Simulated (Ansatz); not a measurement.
# BN: the cost of one run

Program: Ansatz 0.2.0, driven from Python. The levels of theory stand in the script. These are calculated values, not measurements.

The COD entry's cell or inner coordinates are ideal or old and differ from later refinements, so a difference from it is no clean test against experiment.

**1. The system**

It takes space group P6_3mc (No. 186, hexagonal). The conventional cell has a = 2.536 Å, b = 2.536 Å, c = 4.199 Å, α = 90.00°, β = 90.00°, γ = 120.00°. B (site symmetry 3m) has 4 N at 1.56 to 1.57 Å in its first shell of neighbours. N (site symmetry 3m) is surrounded by 4 B at 1.56 to 1.57 Å.

No structure file is read: the coordinates are typed or built in the script.

**2. Script**

File lattice.py:

```python
import ansatz as az
import numpy as np

def edges_and_angles(cell):
    cell = np.asarray(cell)
    a, b, c = np.linalg.norm(cell, axis=1)
    cosines = cell[1] @ cell[2] / (b * c), cell[0] @ cell[2] / (a * c), cell[0] @ cell[1] / (a * b)
    return (a, b, c, *np.degrees(np.arccos(cosines)))

crystal = (
    az.Lattice.of((2.536, 0.0, 0.0), (-1.268, 2.19624, 0.0), (0.0, 0.0, 4.199))
    .atom('B', (2 / 3, 1 / 3, 0.0))
    .atom('B', (1 / 3, 2 / 3, 0.5))
    .atom('N', (2 / 3, 1 / 3, 0.375))
    .atom('N', (1 / 3, 2 / 3, 0.875))
)

job = crystal.calculation()
job = job.eigensolver('davidson').accuracy('medium')
job = job.basis(300, density_ratio=4)
job = job.occupations('Fixed')
job = job.kpoints(6, 6, 3, center='gamma').relax(cell=True, max_steps=60)

levels = [('lda', 'none'), ('r2scan', 'none'), ('revpbe', 'd3bj'), ('r2scan', 'rvv10')]
print('level            a       b       c    alpha   beta  gamma  V/atom  steps')
for name, dispersion in levels:
    seen = []
    run = job.functional(name, dispersion=dispersion).session().plan()
    outcome = run.execute(on_event=lambda e: seen.append(e) if e['event'] == 'relax_step' else None)
    cell = outcome.lattice.cell_ang
    label = name if dispersion == 'none' else f'{name}+{dispersion}'
    print('{:13s} {:7.4f} {:7.4f} {:7.4f} {:6.2f} {:6.2f} {:6.2f}'.format(label, *edges_and_angles(cell)), f'{abs(np.linalg.det(cell)) / len(outcome.lattice.sites):7.3f} {len(seen):5d}')
```

**3. What the engine is handed**

The package turns the script's settings into the engine's input (first run):

```yaml
crystal:
  lattice:
    - [2.536, 0.0, 0.0]
    - [-1.268, 2.19624, 0.0]
    - [0.0, 0.0, 4.199]
  atoms:
    - { symbol: B, position: [0.6666666666666666, 0.3333333333333333, 0.0] }
    - { symbol: B, position: [0.3333333333333333, 0.6666666666666666, 0.5] }
    - { symbol: "N", position: [0.6666666666666666, 0.3333333333333333, 0.375] }
    - { symbol: "N", position: [0.3333333333333333, 0.6666666666666666, 0.875] }
accuracy: medium
basis:
  ecutwfc: 300.0
  ecutrho_ratio: 4
kpoints:
  mp_grid:
    grid: [6, 6, 3]
    shift: [0.0, 0.0, 0.0]
hamiltonian:
  xc: lda
  dispersion: none
scf:
  occupations:
    method: fixed
  eigensolver:
    kind: davidson
relax:
  max_steps: 60
  cell: {}
```

**4. Launch**

Run with:

```
$ python lattice.py
```

What time and memory should one allow on 1 thread of Intel Xeon 6975P-C (Granite Rapids), shared host?

About 14 s, with a peak of 0.4 GiB.
